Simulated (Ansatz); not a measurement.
Consider vertical spin-state energies of CH7GeSi, SMILES [SiH2][CH2][GeH3] (Ansatz 0.2.0, Python API).

`spin_ch7gesi.py`
```python
# -*- coding: utf-8 -*-
import ansatz as az

system = (
    az.Crystal.molecule()
    .atom("Si", (-1.0453, 0.3208, -1.4253))
    .atom("C", (0.3184, -0.5911, -0.6829))
    .atom("Ge", (0.5351, -0.0296, 1.1509))
    .atom("H", (-2.2501, 0.1101, -0.6808))
    .atom("H", (-0.7905, 1.7972, -1.413))
    .atom("H", (0.0949, -1.6577, -0.7145))
    .atom("H", (1.2773, -0.3852, -1.251))
    .atom("H", (1.7823, -0.8076, 1.7821))
    .atom("H", (-0.7259, -0.295, 2.0066))
    .atom("H", (0.8871, 1.4869, 1.2308))
)

setup = (
    system.calculation()
    .basis(gaussian="def2-TZVP")
    .functional("r2scan")
)
found = {}
for unpaired in [1, 3]:
    summary = setup.spin("collinear", total=unpaired).run(threads=1).report
    s = unpaired / 2
    found[unpaired] = summary["free_energy_ev"]
    print(f"2S+1 = {unpaired + 1}: E = {found[unpaired]:.5f} eV, <S^2> = {abs(summary['mean_field']['state']['spin_squared']):.3f} (pure state {s * (s + 1):.2f})")
lowest = min(found, key=found.get)
for unpaired, e in found.items():
    print(f"multiplicity {unpaired + 1}: {23.060548 * (e - found[lowest]):.1f} kcal/mol above the lowest")
```

Which spin state is lowest at this geometry, and how far above lie the others?

In order: multiplicity 2 (+0.00 eV) and multiplicity 4 (+7.38 eV), all at the one geometry.

The output:

```console
$ python spin_ch7gesi.py
2S+1 = 2: E = -65544.29002 eV, <S^2> = 0.754 (pure state 0.75)
2S+1 = 4: E = -65536.90659 eV, <S^2> = 3.765 (pure state 3.75)
multiplicity 2: 0.0 kcal/mol above the lowest
multiplicity 4: 170.3 kcal/mol above the lowest
```

Reading the output:
- Total energies depend on the basis set; only differences at equal settings carry meaning.
- The geometry is a force-field or estimated start, not a minimum of this method, and the basis set is short of its limit. All parts are taken at fixed geometry, without zero-point energy.
- The species is open-shell (spin multiplicity 2).
- It ran for 120 s on 1 thread of Arm Neoverse V2 (shared host), peak memory 0.51 GiB.

(A comment or docstring line of the script was reworded after the run, the code is as it ran; lines on the test bed's own set-up are left out of the output.)
